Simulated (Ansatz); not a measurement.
# C2H8FN2NbO: one species, many methods

The task here is to estimate one member of a computed series from the others.

The runs use Ansatz 0.2.0, Gaussian basis; functionals in def2-TZVPP, the program's frozen cores in correlated methods.

The runs, in order: LDA (SPW92), PBE-D4, revPBE-D4, BLYP-D4, r2SCAN-D4, B97M-V, PBE0-D4, B3LYP-D4, r2SCANh-D4, r2SCAN0-D4, HSE06-D4, BHLYP-D4, CAM-B3LYP-D4, LC-ωPBE, ωB97X-V, ωB97M-V, B2PLYP, PBE-QIDH; CCSD(T)/def2-SVP; CCSD(T)/def2-TZVPP; MP2/def2-QZVPP; extrapolation to the limit; RPA on PBE.

## The geometry

An earlier PBE0-D4 in a triple-zeta def2 set relaxation fixed the geometry. Nb takes the def2 core potential; no spin-orbit term is included.

15 atoms, charge 0, spin multiplicity 1.

Atoms are counted from 1 here; the program's logs count them from 0.

Bond lengths: C1–N2 1.451 Å, C1–H8 1.097 Å, C1–H9 1.098 Å, C1–H10 1.097 Å, N2–C3 1.443 Å, N2–Nb4 1.959 Å, C3–H11 1.089 Å, C3–H12 1.099 Å, C3–H13 1.098 Å, Nb4–N5 1.749 Å, Nb4–O6 1.911 Å, Nb4–F7 1.897 Å, N5–H14 1.009 Å, O6–H15 0.957 Å. Angles: N2–C1–H8 111.3°, N2–C1–H9 111.2°, N2–C1–H10 111.2°, H8–C1–H9 107.2°, H8–C1–H10 107.3°, H9–C1–H10 108.4°, C1–N2–C3 112.8°, C1–N2–Nb4 115.2°, C3–N2–Nb4 132.0°, N2–C3–H11 110.1°, N2–C3–H12 111.0°, N2–C3–H13 110.9°, H11–C3–H12 108.7°, H11–C3–H13 108.7°, H12–C3–H13 107.5°, N2–Nb4–N5 104.4°, N2–Nb4–O6 108.7°, N2–Nb4–F7 109.6° and more.

Set-up of the first run:

Input file in.yaml:

```yaml
crystal:
  periodic: [false, false, false]
  atoms:
    - {symbol: C, position_ang: [0.560576, 0.907653, 1.417095]}
    - {symbol: N, position_ang: [0.432104, -0.047436, 0.332720]}
    - {symbol: C, position_ang: [1.149078, -1.274513, 0.581218]}
    - {symbol: Nb, position_ang: [-0.709876, 0.526516, -1.151439]}
    - {symbol: N, position_ang: [-0.761704, -0.856455, -2.220832]}
    - {symbol: O, position_ang: [-2.442811, 0.943429, -0.463187]}
    - {symbol: F, position_ang: [0.049064, 2.051499, -1.986379]}
    - {symbol: H, position_ang: [-0.001333, 1.826156, 1.208700]}
    - {symbol: H, position_ang: [0.171873, 0.495922, 2.357367]}
    - {symbol: H, position_ang: [1.608363, 1.194716, 1.570804]}
    - {symbol: H, position_ang: [1.012822, -1.961653, -0.251957]}
    - {symbol: H, position_ang: [0.790831, -1.759925, 1.499410]}
    - {symbol: H, position_ang: [2.223254, -1.082782, 0.706474]}
    - {symbol: H, position_ang: [-0.808127, -1.553658, -2.948044]}
    - {symbol: H, position_ang: [-3.295814, 0.539831, -0.622646]}
basis:
  gaussian: {orbitals: def2-TZVPP}
hamiltonian: {xc: lda}
output: {orbitals: {seedname: orbitals}}
```

Steps of the session up to this table: LDA; PBE-D4 (GGA); revPBE-D4 (GGA); BLYP-D4 (GGA); r2SCAN-D4 (meta-GGA); B97M-V (meta-GGA); PBE0-D4 (hybrid); B3LYP-D4 (hybrid); r2SCANh-D4 (hybrid); r2SCAN0-D4 (hybrid); HSE06-D4 (hybrid); BHLYP-D4 (hybrid); CAM-B3LYP-D4 (range-separated); LC-ωPBE (range-separated); ωB97X-V (range-separated); ωB97M-V (range-separated); B2PLYP (double hybrid); PBE-QIDH (double hybrid).

One of the session's tables, all rows but one given; the rest of the session is left out.

It belongs to the step «Orbital energies across the functionals». 

| functional | HOMO (eV) | gap (eV) |
| --- | --- | --- |
| LDA (SPW92) | -5.75 | 4.14 |
| PBE-D4 | -5.59 | 4.20 |
| revPBE-D4 | -5.52 | 4.22 |
| BLYP-D4 | -5.49 | 4.19 |
| r2SCAN-D4 | -5.83 | 4.59 |
| B97M-V | -5.93 | 4.69 |
| PBE0-D4 | -6.87 | 6.33 |
| B3LYP-D4 | -6.67 | 5.89 |
| r2SCANh-D4 | -6.31 | 5.39 |
| r2SCAN0-D4 | ? | ? |
| HSE06-D4 | -6.47 | 5.55 |
| BHLYP-D4 | -8.09 | 8.46 |
| CAM-B3LYP-D4 | -8.23 | 8.74 |
| LC-ωPBE | -9.52 | 11.13 |
| ωB97X-V | -9.20 | 10.69 |
| ωB97M-V | -9.12 | 10.10 |

**Question.** Estimate the row for r2SCAN0-D4.

Worked estimate for «HOMO (eV)». Against the share of exact exchange, r2SCAN-D4 (0, -5.83), r2SCANh-D4 (0.1, -6.31) give a slope of -4.80 per unit share; at 0.25 the line stands at -7.03.

The run gave: HOMO (eV): -7.05; gap (eV): 6.60. In «HOMO (eV)» the line misses by +0.02.
